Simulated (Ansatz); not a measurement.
# ClH8NSi2: the cost of one run

Program: Ansatz 0.2.0. Level of theory: RHF/def2-SVP. These are calculated values, not measurements.

## Step 1: The starting structure

Bond lengths: Si1–Si2 2.601 Å, Si1–H3 1.486 Å, Si1–H4 1.456 Å, Si1–N5 1.710 Å, Si1–Cl7 2.495 Å, Si2–H8 1.463 Å, Si2–H9 1.459 Å, Si2–H10 1.458 Å, N5–H11 1.007 Å, N5–H12 1.006 Å. Angles (14 of 19 angles, heavy atoms first): Si2–Si1–N5 111.7°, Si2–Si1–Cl7 90.8°, N5–Si1–Cl7 85.1°, Si1–Si2–H8 139.8°, Si1–Si2–H9 93.7°, Si1–Si2–H10 97.8°, Si2–Si1–H3 81.2°, Si2–Si1–H4 117.5°, H3–Si1–N5 97.2°, H3–Si1–Cl7 172.0°, H4–Si1–N5 128.8°, H4–Si1–Cl7 81.2°, Si1–N5–H11 120.0°, Si1–N5–H12 120.9°.

Coordinates:

```xyz
12

Si   -0.8263    0.2177   -0.3301
Si    0.8515   -1.3008    0.9526
H    -0.9055   -0.9891   -1.1940
H    -2.1766    0.3288    0.2027
N    -0.0292    1.2332   -1.4516
H     0.2039    0.4433    1.1333
Cl   -0.4429    2.0717    1.2944
H     1.6416   -1.3013    2.1840
H    -0.0886   -2.4123    1.0570
H     1.7733   -1.5519   -0.1488
H    -0.1014    1.0484   -2.4387
H     0.1001    2.2122   -1.2608
```

## Step 2: Pulling towards end A

Springs on the bonds that form and break draw the guess towards this end; the thresholds are loose.

File input.yaml:

```yaml
crystal:
  periodic: [false, false, false]
  atoms:
    - { symbol: Si, position_ang: [-0.8263, 0.2177, -0.3301] }
    - { symbol: Si, position_ang: [0.8515, -1.3008, 0.9526] }
    - { symbol: H, position_ang: [-0.9055, -0.9891, -1.194] }
    - { symbol: H, position_ang: [-2.1766, 0.3288, 0.2027] }
    - { symbol: "N", position_ang: [-0.0292, 1.2332, -1.4516] }
    - { symbol: H, position_ang: [0.2039, 0.4433, 1.1333] }
    - { symbol: Cl, position_ang: [-0.4429, 2.0717, 1.2944] }
    - { symbol: H, position_ang: [1.6416, -1.3013, 2.184] }
    - { symbol: H, position_ang: [-0.0886, -2.4123, 1.057] }
    - { symbol: H, position_ang: [1.7733, -1.5519, -0.1488] }
    - { symbol: H, position_ang: [-0.1014, 1.0484, -2.4387] }
    - { symbol: H, position_ang: [0.1001, 2.2122, -1.2608] }
basis:
  gaussian: { orbitals: def2-SVP }
hamiltonian:
  xc: hf
relax:
  f_tol: 0.15
  max_steps: 25
  restrain:
    - { distance: [0, 6], at: 3.43, k: 30.0 }
    - { distance: [5, 1], at: 2.72, k: 30.0 }
    - { distance: [0, 1], at: 2.22, k: 30.0 }
    - { distance: [5, 6], at: 1.33, k: 30.0 }
```

Launch:

```bash
> ansatz run input.yaml --threads 2 --pin off --max-ram 3072MiB --backend cpu --events-out ev --progress --plain --runs-dir out
```

What time and memory should one allow on 2 threads of Intel Xeon 6975P-C (Granite Rapids), shared host?

About 13 s, with a peak of 0.24 GiB.
